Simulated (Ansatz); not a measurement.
# AlN: an axial (c/a) deformation path

An exercise on one series of results from a longer session: the logs are not shown, and one member is left open.

Program: Ansatz 0.2.0. Level of theory: DFT PBE, scalar-relativistic, plane waves, PAW. These are calculated values, not measurements.

## The starting structure

The structure is hexagonal, space group P6_3mc (No. 186). Conventional cell: a = 3.111 Å, b = 3.111 Å, c = 4.978 Å, α = 90.00°, β = 90.00°, γ = 120.00°. Al (site symmetry 3m) has 4 N at 1.89 to 1.92 Å as nearest neighbours. Around N (site symmetry 3m) lie 4 Al at 1.89 to 1.92 Å.

Structure file:

```xyz
4
Lattice="3.1110 0.0000 0.0000 -1.5555 2.6942 0.0000 0.0000 0.0000 4.9780" Properties=species:S:1:pos:R:3 pbc="T T T"
Al    0.0000    1.7961    0.0000
Al    1.5555    0.8981    2.4890
N     0.0000    1.7961    1.9165
N     1.5555    0.8981    4.4055
```

The cell is taken as given, not relaxed at this level.

Set-up of the first run:

At fixed volume and fractional coordinates, lengths along (0.000, 0.000, 1.000) are scaled against those across it; ρ is that ratio over its starting value.

input.yaml reads:

```yaml
crystal:
  lattice:
    - [3.2841829056, 0.0, 0.0]
    - [-1.6420914528, 2.8441858269, 0.0]
    - [0.0, 0.0, 4.4668445894]
  atoms:
    - { symbol: Al, position: [0.3333333333, 0.6666666667, 0.0] }
    - { symbol: Al, position: [0.6666666667, 0.3333333333, 0.5] }
    - { symbol: "N", position: [0.3333333333, 0.6666666667, 0.385] }
    - { symbol: "N", position: [0.6666666667, 0.3333333333, 0.885] }
basis:
  ecutwfc: 420
kpoints:
  mp_grid: { grid: [9, 9, 6] }
hamiltonian:
  xc: pbe
scf:
  occupations: { method: gaussian, width: 0.05 }
output:
  forces: true
  stress: true
  eigenvalues: true
```

Among the steps run: At ρ = 0.850; At ρ = 1.200; Point ρ = 0.920; ρ = 1.100; ρ = 0.960; At ρ = 1.050; At ρ = 0.800; At ρ = 1.300.

One of the session's tables, all rows but one given; the rest of the session is left out.

It belongs to the step «The scan collected». Collected from the runs (energy zero: the undisturbed cell):

| ρ | ΔE (meV/atom) | pressure (GPa) | gap on the mesh (eV) |
| --- | --- | --- | --- |
| 0.800 | 435.1 | 14.6 | 3.74 |
| 0.850 | 221.9 | 8.7 | 3.76 |
| 0.920 | ? | ? | ? |
| 0.960 | 10.9 | 3.8 | 4.04 |
| 1.000 | 0.0 | 4.0 | 4.15 |
| 1.050 | 23.7 | 5.4 | 4.23 |
| 1.100 | 82.1 | 7.8 | 4.01 |
| 1.200 | 279.9 | 14.7 | 3.08 |
| 1.300 | 556.8 | 23.6 | 1.85 |

Estimate the missing values for ρ = 0.920.

Worked estimate for «ΔE (meV/atom)». A straight line through the neighbours (0.850, 221.9) and (0.960, 10.9) gives 221.9 + (10.9 − 221.9) × (0.920 − 0.850) / (0.960 − 0.850) = 87.6; a parabola fitted to 4 rows on both sides gives 49.0.

**Answer.** ΔE (meV/atom): 53.5; pressure (GPa): 4.6; gap on the mesh (eV): 3.92. In «ΔE (meV/atom)» the line misses by +34.1 and the parabola by -4.5.
